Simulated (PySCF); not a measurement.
# SnS2: the SCF solver's settings

Do solver options change the result for SnS2, or only the number of cycles?

The runs use PySCF 2.14.0; method and basis as typed in the scripts.

2 further runs of the same task are left out: 2 that didn't finish. Runs told in other sessions of the task aren't counted.

**1. Where the work starts**

SnS2: 3 atoms, charge 0, spin multiplicity 1.

Bond lengths: Sn1–S2 2.177 Å, Sn1–S3 2.177 Å. Angles: S2–Sn1–S3 180.0°.

Coordinates:

```mol
S2Sn
  3D, bonds by distance, orders not assigned

  3  2  0  0  0  0  0  0  0  0999 V2000
    0.0000    0.0000    0.0000 Sn  0  0
    0.0000    0.0000    2.1766 S   0  0
    0.0000    0.0000   -2.1766 S   0  0
  1  2  8  0
  1  3  8  0
M  END
```

**2. The base run**

File input.py:

```python
from pyscf import gto, scf

mol = gto.M(
    atom='Sn 0 0 0; S 0 0 2.1766; S 0 0 -2.1766',
    basis='x2c-svpall',
    charge=0,
    spin=0,
    symmetry=True,
    verbose=4,
)
mf = scf.RHF(mol)
mf = mf.sfx2c1e()
mf.kernel()
mf.analyze()
print('orbital energies (hartree):', mf.mo_energy[..., max(0, mol.nelec[1]-3):mol.nelec[0]+3].round(4))
```

Command:

```console
$ OMP_NUM_THREADS=1 python input.py
```

The log of this run is left out.

**3. DIIS space 12**

Run 1 changes DIIS space: default → 12.

input.py: that of step 2 with these lines changed.

```diff
@@ -12,2 +12,3 @@
 mf = mf.sfx2c1e()
+mf.diis_space = 12
 mf.kernel()
```

**4. Level shift 0.3 hartree**

Run 2 changes level shift: none → 0.3 hartree.

input.py: that of step 2 with these lines changed.

```diff
@@ -12,2 +12,3 @@
 mf = mf.sfx2c1e()
+mf.level_shift = 0.3
 mf.kernel()
```

**5. Second-order solver on**

Run 3 changes second-order solver: off → on.

input.py: that of step 2 with these lines changed.

```diff
@@ -12,2 +12,3 @@
 mf = mf.sfx2c1e()
+mf = mf.newton()
 mf.kernel()
```

Before running it: what results should come out? Wanted: for each run, E(SCF); from base; gap; SCF dipole.

The runs gave:

```
                    run  E(SCF) (hartree)  from base (eV)   cycles  gap (eV)  SCF dipole (D)
                   base      -6970.198400               0        9     10.56            0.00
          DIIS space 12      -6970.198400          0.0000        9     10.56            0.00
level shift 0.3 hartree      -6970.198400          0.0000       12     10.56            0.00
 second-order solver on      -6970.198400          0.0000  3 macro     10.56            0.00
```

Distance from each run's final energy (log10 hartree) by cycle:

```
                    run  cycle 1  cycle 2  cycle 3  cycle 5  cycle 8  cycle 12
                   base     -1.2     -1.5     -3.5     -6.4     -9.6      done
          DIIS space 12     -1.2     -1.5     -3.5     -6.4     -9.6      done
level shift 0.3 hartree     -1.0     -2.3     -3.1     -4.6     -6.8     -10.2
 second-order solver on     -4.1    < -11    < -11     done     done      done
```

The SCF energy stays the same, to the digits that matter, with DIIS space 12 or level shift 0.3 hartree or second-order solver on. The base needs 9 cycles and the run with level shift 0.3 hartree needs 12. The cycles with DIIS space 12 repeat those of the base digit for digit, so the setting never acted.
